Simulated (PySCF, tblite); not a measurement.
**C9H16: infrared bands and NMR shifts**

Aim: predict the infrared bands and NMR shifts of C9H16 (`CC[C@H]1[C@@H]2CCC[C@H]1C2`).

The runs use tblite 0.8.0 and PySCF 2.14.0, with density-fitted response routines of our own; the level of theory stands in each step. All values are computed, except where a source is named. Atoms are numbered from 0 throughout.

## (1) Starting geometry

25 atoms, charge 0, multiplicity 1; geometry from: GFN2-xTB.

Bonds of the start (Å): C0–C1 1.52, C1–C2 1.52, C2–C3 1.54, C3–C4 1.53, C4–C5 1.54, C5–C6 1.54, C6–C7 1.53, C7–C8 1.54, C7–C2 1.54, C8–C3 1.54, C0–H9 1.09, C0–H10 1.09, C0–H11 1.09, C1–H12 1.09, C1–H13 1.09, C2–H14 1.09, C3–H15 1.09, C4–H16 1.09, C4–H17 1.09, C5–H18 1.09, C5–H19 1.09, C6–H20 1.09, C6–H21 1.09, C7–H22 1.09, C8–H23 1.09, C8–H24 1.09.

## (2) Vibrational analysis with GFN2-xTB

Job settings and geometry (Å):

```
{"job": {"kind": "ir", "xc": "GFN2-xTB", "basis": "xTB"}, "charge": 0, "multiplicity": 1}
C      2.951587    -0.744068    -0.101299
C      1.830765    -0.700692     0.931705
C      0.469457    -0.501330     0.279941
C     -0.709207    -0.315754     1.254543
C     -2.000467    -0.672748     0.522604
C     -2.248248     0.300218    -0.641257
C     -0.947901     0.842787    -1.255216
C      0.150243     0.928128    -0.198214
C     -0.461199     1.198357     1.184563
H      3.913807    -0.889247     0.384428
H      2.989425     0.185802    -0.663735
H      2.792618    -1.560178    -0.803094
H      2.027281     0.101716     1.644171
H      1.815442    -1.641566     1.488943
H      0.323326    -1.280400    -0.473383
H     -0.642565    -0.805945     2.227093
H     -2.851088    -0.636812     1.207150
H     -1.920897    -1.698272     0.153571
H     -2.835230     1.142070    -0.271237
H     -2.848173    -0.187180    -1.411406
H     -1.140552     1.826242    -1.690199
H     -0.605308     0.189932    -2.061823
H      0.978809     1.557639    -0.524426
H     -1.324505     1.856349     1.238644
H      0.281643     1.529095     1.906838
```

**Question.** This job is followed by: GIAO PBE0/pcSseg-1 NMR shielding, non-relativistic, gas phase. What will the session give for the following? strongest single infrared mode (GFN2-xTB); zero-point energy (GFN2-xTB); 13C shifts against TMS (PBE0/pcSseg-1, means over atoms taken as alike); 1H shifts against TMS (PBE0/pcSseg-1, means over atoms taken as alike).

**Answer**, as computed:

| quantity | value |
| --- | --- |
| strongest single infrared mode (GFN2-xTB) | 2978 cm⁻¹, 164 km/mol |
| zero-point energy (GFN2-xTB) | 144.7 kcal/mol |
| 13C shifts against TMS (PBE0/pcSseg-1, means over atoms taken as alike) | 57.1, 37.9, 34.9, 28.6, 23.3, 19.2, 14.4 ppm |
| 1H shifts against TMS (PBE0/pcSseg-1, means over atoms taken as alike) | 2.04, 2.04, 1.90, 1.89, 1.73, 1.63, 1.54, 1.53, 0.98, 0.79 ppm |

All 69 modes are real, so the xTB geometry is a minimum. GFN2-xTB is a fitted tight-binding method: band positions and strengths are rough. Its intensities can rank the bands wrongly. At PBE0/pcSseg-1: The widest tensor belongs to C2: span 39 ppm, with a paramagnetic part of -119 ppm.
